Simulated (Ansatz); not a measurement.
# Alloy of Si and C (2 of 32 Si sites exchanged), 32 atoms with displaced atoms

Aim: a base single point, then the same cell under other settings, to see what each one moves.

All numbers are computed with Ansatz 0.2.0 (PAW, plane waves).

## (1) The system as built

32 atoms (30 Si, 2 C); a = 10.603 Å, b = 10.603 Å, c = 5.301 Å, α = 90.00°, β = 90.00°, γ = 90.00°. All atoms were shaken off their sites by about 0.07 Å along each axis.

Structure file:

```
Si C
1.0
    10.60252    0.00000    0.00000
     0.00000   10.60252    0.00000
     0.00000    0.00000    5.30126
Si C
30 2
Direct
  0.00277 0.99238 0.00990
  0.00220 0.48377 0.99419
  0.50535 0.99476 0.00428
  0.50814 0.49569 0.01167
  0.13475 0.12467 0.24414
  0.11687 0.63084 0.25232
  0.61989 0.10489 0.24844
  0.62067 0.62575 0.26560
  0.24973 0.23951 0.01260
  0.25010 0.74985 0.00383
  0.75996 0.25094 0.02505
  0.38407 0.37036 0.24572
  0.36502 0.87427 0.24873
  0.88747 0.36581 0.25002
  0.86567 0.87043 0.23474
  0.25638 0.00498 0.49358
  0.24995 0.49907 0.50675
  0.74093 0.02009 0.49866
  0.74996 0.49687 0.48253
  0.36383 0.12421 0.75420
  0.37889 0.62411 0.73713
  0.86109 0.12467 0.72983
  0.87940 0.61348 0.74902
  0.99951 0.74851 0.49172
  0.49727 0.23930 0.49812
  0.50156 0.74423 0.50901
  0.13153 0.37363 0.73627
  0.12395 0.86313 0.74249
  0.62131 0.37964 0.72586
  0.61525 0.86929 0.75676
  0.74638 0.75010 0.01209
  0.00277 0.25920 0.48007
```

## (2) Single point with PBEsol

Input file in.yaml:

```yaml
crystal:
  lattice:
    - [10.602521, 0.000000, 0.000000]
    - [0.000000, 10.602521, 0.000000]
    - [0.000000, 0.000000, 5.301260]
  atoms:
    - { symbol: Si, position: [0.002772, 0.992385, 0.009896] }
    - { symbol: Si, position: [0.002199, 0.483765, 0.994193] }
    - { symbol: Si, position: [0.505345, 0.994760, 0.004285] }
    - { symbol: Si, position: [0.508143, 0.495691, 0.011665] }
    - { symbol: Si, position: [0.134749, 0.124670, 0.244143] }
    - { symbol: Si, position: [0.116873, 0.630842, 0.252319] }
    - { symbol: Si, position: [0.619893, 0.104888, 0.248437] }
    - { symbol: Si, position: [0.620674, 0.625748, 0.265600] }
    - { symbol: Si, position: [0.249734, 0.239511, 0.012595] }
    - { symbol: Si, position: [0.250096, 0.749852, 0.003831] }
    - { symbol: Si, position: [0.759958, 0.250940, 0.025049] }
    - { symbol: Si, position: [0.384074, 0.370363, 0.245725] }
    - { symbol: Si, position: [0.365024, 0.874270, 0.248732] }
    - { symbol: Si, position: [0.887466, 0.365808, 0.250017] }
    - { symbol: Si, position: [0.865673, 0.870427, 0.234739] }
    - { symbol: Si, position: [0.256377, 0.004977, 0.493579] }
    - { symbol: Si, position: [0.249952, 0.499067, 0.506746] }
    - { symbol: Si, position: [0.740930, 0.020087, 0.498664] }
    - { symbol: Si, position: [0.749961, 0.496872, 0.482529] }
    - { symbol: Si, position: [0.363833, 0.124210, 0.754203] }
    - { symbol: Si, position: [0.378894, 0.624108, 0.737125] }
    - { symbol: Si, position: [0.861092, 0.124666, 0.729829] }
    - { symbol: Si, position: [0.879396, 0.613476, 0.749017] }
    - { symbol: Si, position: [0.999509, 0.748509, 0.491716] }
    - { symbol: Si, position: [0.497268, 0.239299, 0.498125] }
    - { symbol: Si, position: [0.501557, 0.744227, 0.509012] }
    - { symbol: Si, position: [0.131529, 0.373634, 0.736270] }
    - { symbol: Si, position: [0.123947, 0.863133, 0.742488] }
    - { symbol: Si, position: [0.621311, 0.379644, 0.725859] }
    - { symbol: Si, position: [0.615250, 0.869286, 0.756757] }
    - { symbol: C, position: [0.746382, 0.750096, 0.012094] }
    - { symbol: C, position: [0.002765, 0.259202, 0.480074] }
  symmetry: { detect: false }
kpoints:
  mp_grid: { grid: [1, 1, 1], shift: [0.25, 0.25, 0.25] }
hamiltonian:
  xc: pbesol
scf:
  occupations: { method: fermi_dirac, width: 0.01 }
output:
  forces: true
  eigenvalues: true
  stress: true
  populations: true
  eigenstates: { kpoints: [[0.25, 0.25, 0.25]], e_range: [-6.0, 6.0], localisation: true }
```

Command:

```bash
ansatz run in.yaml --threads 2 --pin off --max-ram 19000MiB --runs-dir r --events-out ev --progress --plain --backend cuda --devices 0, --max-vram 18GiB
```

## (3) Run again with 1 extra band

Edit in.yaml of step 2 so:

```diff
@@ -45,2 +45,4 @@
   occupations: { method: fermi_dirac, width: 0.01 }
+  max_iter: 80
+  n_extra_bands: 1
 output:
@@ -49,3 +51 @@
   stress: true
-  populations: true
-  eigenstates: { kpoints: [[0.25, 0.25, 0.25]], e_range: [-6.0, 6.0], localisation: true }
```

## (4) Run again with accuracy high, functional revPBE

Edit in.yaml of step 3 so:

```diff
@@ -1 +1,2 @@
+accuracy: high
 crystal:
@@ -42,7 +43,6 @@
 hamiltonian:
-  xc: pbesol
+  xc: revpbe
 scf:
   occupations: { method: fermi_dirac, width: 0.01 }
-  max_iter: 80
-  n_extra_bands: 1
+  max_iter: 60
 output:
@@ -51 +51,5 @@
   stress: true
+  write_density: true
+  write_potential: true
+  elf: true
+  volumetric_format: npy
```

## (5) Changed settings: accuracy high, k points 2×2×1

Edit in.yaml of step 4 so:

```diff
@@ -39,10 +39,9 @@
     - { symbol: C, position: [0.002765, 0.259202, 0.480074] }
-  symmetry: { detect: false }
 kpoints:
-  mp_grid: { grid: [1, 1, 1], shift: [0.25, 0.25, 0.25] }
+  mp_grid: { grid: [2, 2, 1] }
 hamiltonian:
-  xc: revpbe
+  xc: pbesol
 scf:
   occupations: { method: fermi_dirac, width: 0.01 }
-  max_iter: 60
+  max_iter: 50
 output:
@@ -51,5 +50 @@
   stress: true
-  write_density: true
-  write_potential: true
-  elf: true
-  volumetric_format: npy
```

## (6) Run again with k points 2×2×2

Edit in.yaml of step 5 so:

```diff
@@ -1,2 +1 @@
-accuracy: high
 crystal:
@@ -40,3 +39,3 @@
 kpoints:
-  mp_grid: { grid: [2, 2, 1] }
+  mp_grid: { grid: [2, 2, 2] }
 hamiltonian:
@@ -50 +49,5 @@
   stress: true
+  write_density: true
+  write_potential: true
+  elf: true
+  volumetric_format: npy
```

## (7) Run again with smearing width 0.5 eV

Edit in.yaml of step 6 so:

```diff
@@ -38,4 +38,5 @@
     - { symbol: C, position: [0.002765, 0.259202, 0.480074] }
+  symmetry: { detect: false }
 kpoints:
-  mp_grid: { grid: [2, 2, 2] }
+  mp_grid: { grid: [1, 1, 1], shift: [0.25, 0.25, 0.25] }
 hamiltonian:
@@ -43,4 +44,4 @@
 scf:
-  occupations: { method: fermi_dirac, width: 0.01 }
-  max_iter: 50
+  occupations: { method: fermi_dirac, width: 0.5 }
+  max_iter: 60
 output:
```

## (8) Variant: cutoff 120 eV

Edit in.yaml of step 7 so:

```diff
@@ -41,2 +41,3 @@
   mp_grid: { grid: [1, 1, 1], shift: [0.25, 0.25, 0.25] }
+basis: { ecutwfc: 120 }
 hamiltonian:
@@ -44,4 +45,4 @@
 scf:
-  occupations: { method: fermi_dirac, width: 0.5 }
-  max_iter: 60
+  occupations: { method: fermi_dirac, width: 0.01 }
+  max_iter: 100
 output:
```

**Question.** What will these runs give? Wanted: for each run, settings; status; energy from base; forces from base.

The runs gave:

| settings | status | cycles | time | energy from base (meV/atom) | forces from base (eV/Å rms) | filled to empty level on the mesh (eV) |
| --- | --- | --- | --- | --- | --- | --- |
| base | converged | 7 | 2.5 s (GPU) | 0 | 0 | 1.15 |
| 1 extra band | converged | 9 | 2 s (GPU) | 0.0 | 0.000 | 1.15 |
| accuracy high, functional revPBE | converged | 9 | 2 s (GPU) | - | 0.041 | 1.24 |
| accuracy high, k points 2×2×1 | converged | 9 | 2.8 s (GPU) | +1.7 | 0.137 | 0.07 |
| k points 2×2×2 | converged | 6 | 2.4 s (GPU) | +11.7 | 0.074 | 0.08 |
| smearing width 0.5 eV | converged, settings too loose | 7 | 1.9 s (GPU) | +33.5 | 0.126 | - |
| cutoff 120 eV | converged, settings too loose | 10 | 1.8 s (GPU) | +727.8 | 0.218 | 0.97 |

**What this shows.** Among these variants the forces move most with cutoff 120 eV (0.218 eV/Å rms) and least with 1 extra band (0.000). The base mesh is coarse for so small a cell, so pressure, spacing and their changes aren't converged values of the solid.
